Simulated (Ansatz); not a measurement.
# MnIr (database structure): how the settings move a single-point run

How sensitive is a single-point run of MnIr (database structure) to its settings? A reference run comes first, then four runs with altered input.

Method: reference: DFT r2SCAN+U, plane waves, PAW, scalar-relativistic, collinear spin, in Ansatz 0.2.0.

### 1 The starting structure

Symmetry: P4/mmm, No. 123, tetragonal system. Conventional cell: a = 2.751 Å, b = 2.751 Å, c = 3.676 Å, α = 90.00°, β = 90.00°, γ = 90.00°. Mn (site symmetry 4/mmm) is surrounded by 8 Ir at 2.68 Å and 4 Mn at 2.75 Å. Around Ir (site symmetry 4/mmm) lie 8 Mn at 2.68 Å and 4 Ir at 2.75 Å.

As a file:

```
CELL_PARAMETERS angstrom
3.89006 0.00000 0.00000
0.00000 3.89006 0.00000
0.00000 0.00000 3.67614
ATOMIC_POSITIONS crystal
Mn 0.00000 0.50000 0.50000
Mn 0.50000 0.00000 0.50000
Ir 0.00000 0.00000 0.00000
Ir 0.50000 0.50000 0.00000
```

### 2 Reference

Contents of input.yaml:

```yaml
crystal:
  lattice:
    - [3.890064, 0.0, 0.0]
    - [0.0, 3.890064, 0.0]
    - [0.0, 0.0, 3.676136]
  atoms:
    - { symbol: Mn, position: [0.0, 0.5, 0.5], spin: -4.5 }
    - { symbol: Mn, position: [0.5, 0.0, 0.5], spin: 4.5 }
    - { symbol: Ir, position: [0.0, 0.0, 0.0] }
    - { symbol: Ir, position: [0.5, 0.5, 0.0] }
kpoints:
  mp_grid: { grid: [5, 5, 5], shift: [0, 0, 0] }
magnetization:
  spin_polarized: true
scf:
  occupations: { method: fermi_dirac, width: 0.0105 }
hamiltonian:
  pseudopotentials: { kind: paw }
  xc: r2scan
  hubbard:
    projectors: all-electron-ortho-atomic
    sites: [{ species: Mn, l: d, u: 7.79, j: 0.51 }]
basis:
  ecutwfc: 500
output:
  forces: true
  stress: true
  eigenvalues: true
```

Started as:

```sh
> ansatz run input.yaml --threads 1 --pin off --max-ram 2560MiB --backend cpu --events-out ev --progress --plain --runs-dir out
```

### 3 Changed: eigensolver.kind davidson

Changes to input.yaml since step 2:

```diff
@@ -16,2 +16,3 @@
   occupations: { method: fermi_dirac, width: 0.0105 }
+  eigensolver: { kind: davidson }
 hamiltonian:
```

### 4 Variant: mp_grid.grid [8, 8, 8], occupations.method gaussian, occupations.width 0.1, accuracy medium

Changes to input.yaml since step 2:

```diff
@@ -11,3 +11,3 @@
 kpoints:
-  mp_grid: { grid: [5, 5, 5], shift: [0, 0, 0] }
+  mp_grid: { grid: [8, 8, 8], shift: [0, 0, 0] }
 magnetization:
@@ -15,3 +15,3 @@
 scf:
-  occupations: { method: fermi_dirac, width: 0.0105 }
+  occupations: { method: gaussian, width: 0.1 }
 hamiltonian:
@@ -28 +28,2 @@
   eigenvalues: true
+accuracy: medium
```

### 5 Changed: mp_grid.grid [2, 2, 2], accuracy high

Changes to input.yaml since step 2:

```diff
@@ -11,3 +11,3 @@
 kpoints:
-  mp_grid: { grid: [5, 5, 5], shift: [0, 0, 0] }
+  mp_grid: { grid: [2, 2, 2], shift: [0, 0, 0] }
 magnetization:
@@ -28 +28,2 @@
   eigenvalues: true
+accuracy: high
```

### 6 A run with other settings

Changes to input.yaml since step 2:

```diff
@@ -15,3 +15,5 @@
 scf:
-  occupations: { method: fermi_dirac, width: 0.0105 }
+  occupations: { method: fermi_dirac, width: 0.3 }
+  n_extra_bands: 0
+  max_iter: 75
 hamiltonian:
```

(Steps that only read results are left out.)

Before running it: what results should come out? Wanted: for each run, ending; energy change; pressure; abs. moment; force.

**Answer**, as computed:

| run | ending | energy change | pressure (GPa) | abs. moment (μB) | force (eV/Å) | cycles | time |
| --- | --- | --- | --- | --- | --- | --- | --- |
| reference | converged | 0 | 26.0 | 9.74 | 0.00 | 15 | 13 s |
| 1: eigensolver.kind davidson | converged | 0.0 meV/atom | 26.0 | 9.74 | 0.00 | 15 | 13 s |
| 2: mp_grid.grid [8, 8, 8], occupations.method gaussian, occupations.width 0.1, accuracy medium | converged | +0.4 meV/atom (σ→0) | 25.7 | 9.74 | 0.00 | 15 | 30 s |
| 3: mp_grid.grid [2, 2, 2], accuracy high | converged | +64.8 meV/atom | 25.8 | 10.21 | 0.00 | 38 | 85 s |
| 4: occupations.width 0.3, n_extra_bands 0 | refused | - | - | - | - | - | 0.31 s |

Residual by cycle in the longest SCF loop of each run; runs are numbered as in the table. The quantity is the density residual dr2, in eV.

| cycle | reference | run 1 | run 2 | run 3 |
| --- | --- | --- | --- | --- |
| 1 | 1.1 | 1.1 | 1.19 | 1.21 |
| 3 | 0.0737 | 0.0752 | 0.0834 | 0.178 |
| 4 | 0.113 | 0.156 | 0.125 | 0.155 |
| 6 | 0.00403 | 0.00216 | 0.00172 | 0.0241 |
| 8 | 9.8e-4 | 6.8e-4 | 0.00256 | 4.0e-4 |
| 9 | 6.5e-5 | 2.4e-4 | 1.6e-4 | 1.8e-4 |
| 11 | 7.7e-6 | 1.8e-5 | 1.7e-5 | 9.8e-6 |
| 12 | 2.0e-6 | 2.7e-6 | 2.9e-6 | 3.1e-6 |
| 14 | 1.5e-7 | 6.4e-7 | 1.8e-7 | 3.4e-7 |
| 16 | - | - | - | 3.3e-9 |
| 17 | - | - | - | 3.8e-10 |
| 19 | - | - | - | 1.1e-11 |

**Reading.** Of the variants the dearest is «mp_grid.grid [2, 2, 2], accuracy high» (85 s), the cheapest «eigensolver.kind davidson» (13 s), on a shared host. The structure is not at rest: the sound run finds 26 GPa, so these are no properties of the relaxed crystal.  1 of the 4 altered inputs did not end normally.

The reference is no final answer either: its magnetic state comes from one start and may not be the lowest.
